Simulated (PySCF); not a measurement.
# C3H7FSn (SMILES C=[CH][SnH]([CH3])[F]): levels of theory compared

Wanted: a comparison of 3 runs (CAM-B3LYP/3-21G, PBE0/def2-TZVP, MP2/3-21G) of C3H7FSn. The job is set up through a Python script.

The results are computed with PySCF 2.14.0.

## (1) The molecule

C3H7FSn: 12 atoms, total charge 0, spin state singlet. As SMILES, `C=[CH][SnH]([CH3])[F]`. The shape is that of a PBE0-D4/def2-TZVP optimisation. This is one conformer, not always the lowest.

Bond lengths: C1–C2 1.328 Å, C2–Sn3 2.117 Å, Sn3–C4 2.126 Å, Sn3–F5 1.936 Å, C1–H6 1.088 Å, C1–H7 1.087 Å, C2–H8 1.087 Å, Sn3–H9 1.708 Å, C4–H10 1.090 Å, C4–H11 1.090 Å, C4–H12 1.091 Å. Some angles: C1–C2–Sn3 121.7°, C2–Sn3–C4 112.4°, C2–Sn3–F5 105.3°, C4–Sn3–F5 104.8°, C1–C2–H8 119.2°, Sn3–C2–H8 119.1°, C2–C1–H6 121.9°, C2–C1–H7 122.5°, C2–Sn3–H9 114.2°, C4–Sn3–H9 115.4°.

## (2) Energy and gradient at CAM-B3LYP/3-21G (run 1)

job.py reads:

```python
from pyscf import gto, dft

mol = gto.M(
    atom='''
C       -2.044500      -0.400600      -0.067000
C       -1.328600       0.118800       0.923600
Sn       0.774900       0.315300       0.790200
C        1.520600      -0.224100      -1.126000
F        1.121800       2.213700       0.940800
H       -3.125100      -0.505400      -0.002400
H       -1.594400      -0.744700      -0.994700
H       -1.834600       0.448900       1.827300
H        1.626200      -0.340800       2.118100
H        0.955900       0.299900      -1.897000
H        2.569300       0.063900      -1.195000
H        1.435700      -1.299900      -1.283700
''',
    basis='3-21g',
    max_memory=1860,
    spin=0,
    charge=0,
    verbose=4,
)

mf = dft.RKS(mol)
mf.xc = 'cam-b3lyp'
mf.grids.level = 5
mf.conv_tol = 1e-10
mf.kernel()
if not mf.converged:
    mf = mf.newton().run(mf.mo_coeff, mf.mo_occ)

etot = mf.e_tot
print('E = %.10f Eh' % etot)
grad = mf.nuc_grad_method().kernel()
mf.analyze()
```

The run is started by

```
$ OMP_NUM_THREADS=1 python job.py
```

Log:

```text
PySCF version 2.14.0

[... 110 lines left out ...]
MO #6   energy= -29.6601356527552  occ= 2
[... 14 lines left out ...]
MO #21  energy= -3.39590061070643  occ= 2
[... 14 lines left out ...]
MO #36  energy= -0.466034795219822 occ= 2
[... 14 lines left out ...]
MO #51  energy= 0.222510449984705  occ= 0
[... 14 lines left out ...]
MO #66  energy= 0.929844158580092  occ= 0
[... 14 lines left out ...]
MO #81  energy= 3.38109927502175   occ= 0
[... 96 lines left out ...]
Dipole moment(X, Y, Z, Debye): -0.83300, -2.59867, -0.86882
```

Wall time 1.8 min (1 thread of Intel Xeon at 2.50GHz (Skylake/Cascade Lake), shared host); peak memory 0.8 GiB.

## (3) Energy and gradient at PBE0/def2-TZVP (core potential) (run 2)

job.py reads:

```python
# C=[CH][SnH]([CH3])[F]
from pyscf import gto, dft

mol = gto.M(
    atom=[
    ('C', (-2.044500, -0.400600, -0.067000)),
    ('C', (-1.328600, 0.118800, 0.923600)),
    ('Sn', (0.774900, 0.315300, 0.790200)),
    ('C', (1.520600, -0.224100, -1.126000)),
    ('F', (1.121800, 2.213700, 0.940800)),
    ('H', (-3.125100, -0.505400, -0.002400)),
    ('H', (-1.594400, -0.744700, -0.994700)),
    ('H', (-1.834600, 0.448900, 1.827300)),
    ('H', (1.626200, -0.340800, 2.118100)),
    ('H', (0.955900, 0.299900, -1.897000)),
    ('H', (2.569300, 0.063900, -1.195000)),
    ('H', (1.435700, -1.299900, -1.283700)),
],
    ecp={'Sn': 'def2-svp'},
    basis='def2-tzvp',
    max_memory=1860,
    verbose=4,
)

ks = dft.RKS(mol)
ks.xc = 'pbe0'
ks.conv_tol = 1e-10
ks.grids.level = 5
ks.kernel()
if not ks.converged:
    ks = ks.newton().run(ks.mo_coeff, ks.mo_occ)

etot = ks.e_tot
print('Final energy', etot)
grad = ks.nuc_grad_method().kernel()
ks.analyze()
```

The run is started by

```
$ OMP_NUM_THREADS=1 python job.py
```

Log:

```text
PySCF version 2.14.0

[... 136 lines left out ...]
MO #27  energy= -0.306761495331428 occ= 2
[... 37 lines left out ...]
MO #65  energy= 0.508895373692741  occ= 0
[... 37 lines left out ...]
MO #103 energy= 1.47228157437865   occ= 0
[... 37 lines left out ...]
MO #141 energy= 2.49492006051514   occ= 0
[... 37 lines left out ...]
MO #179 energy= 3.55109888617419   occ= 0
[... 38 lines left out ...]
WARN: Weak orthogonality for localized orbitals 2.072198290412756e-09
[... 232 lines left out ...]
Dipole moment(X, Y, Z, Debye): -0.96306, -2.94779, -0.96647
```

It took 13 min on 1 thread of Intel Xeon at 2.50GHz (Skylake/Cascade Lake), shared host; peak memory 1.8 GiB.

## (4) Energy and forces at MP2/3-21G (run 3)

input.xyz reads:

```xyz
12

C     -2.044500    -0.400600    -0.067000
C     -1.328600     0.118800     0.923600
Sn     0.774900     0.315300     0.790200
C      1.520600    -0.224100    -1.126000
F      1.121800     2.213700     0.940800
H     -3.125100    -0.505400    -0.002400
H     -1.594400    -0.744700    -0.994700
H     -1.834600     0.448900     1.827300
H      1.626200    -0.340800     2.118100
H      0.955900     0.299900    -1.897000
H      2.569300     0.063900    -1.195000
H      1.435700    -1.299900    -1.283700
```

calc.py reads:

```python
import pyscf.grad
from pyscf import gto, scf, mp

mol = gto.Mole()
mol.atom = 'input.xyz'
mol.basis = '3-21g'
mol.verbose = 4
mol.spin = 0
mol.max_memory = 1860
mol.charge = 0
mol.build()

hf = scf.RHF(mol)
hf.conv_tol = 1e-10
hf.kernel()
if not hf.converged:
    hf = hf.newton().run(hf.mo_coeff, hf.mo_occ)

pt = mp.MP2(hf, frozen=22).run()
e_tot = pt.e_tot
print(f'total energy: {e_tot:.8f} hartree')
grad = pt.Gradients().kernel()
dip = hf.dip_moment()
pop, q = hf.mulliken_pop()
```

The run is started by

```
$ OMP_NUM_THREADS=1 python calc.py
```

Log:

```text
PySCF version 2.14.0

[... 70 lines left out ...]
converged SCF energy = -6212.2318706435
[... 8 lines left out ...]
total energy: -6212.67098064 hartree
[... 8 lines left out ...]
Dipole moment(X, Y, Z, Debye): -1.01511, -3.11556, -0.89215
[... 94 lines left out ...]
charge of   11H =      0.22222
```

Run time: 27 s. Hardware: 1 thread of Intel Xeon at 2.50GHz (Skylake/Cascade Lake), shared host; peak memory 0.64 GiB.

## (5) Overview of the runs

| run | level | core potential | integration grid | energy (Eh) | dipole moment (D) of the reference | HOMO energy (eV) | LUMO energy (eV) | wall time |
| --- | --- | --- | --- | --- | --- | --- | --- | --- |
| 1 | CAM-B3LYP/3-21G | – | 5 | -6216.138128 | 2.86 | -9.22 | 0.92 | 1.8 min |
| 2 | PBE0/def2-TZVP (core potential) | def2-svp | 5 | -432.519649 | 3.25 | -8.28 | -0.82 | 13 min |
| 3 | MP2/3-21G | – | – | -6212.670981 | 3.40 | -10.69 | 3.23 | 27 s |

## (6) Outcome

| quantity | value |
| --- | --- |
| run 3: total energy | -6212.67098 Eh |
| run 3: dipole moment (Hartree–Fock density) | 3.40 D |
| run 3: HOMO energy (Hartree–Fock orbitals) | -10.69 eV |
| run 3: LUMO energy (Hartree–Fock orbitals) | 3.23 eV |
| run 3: HOMO–LUMO gap (Hartree–Fock orbitals) | 13.92 eV |
| run 3: correlation energy (22 core orbitals frozen) | -439.1 mEh |
| run 3: largest force on an atom | 1.306 eV/Å |

Totals of different functionals can't be ranked against each other. Some runs of one species differ in core potentials or relativity; totals across that change don't compare. In runs 1, 3 relativity is left out where basis or elements ask for it. All runs together took 15 min, the longest 13 min.
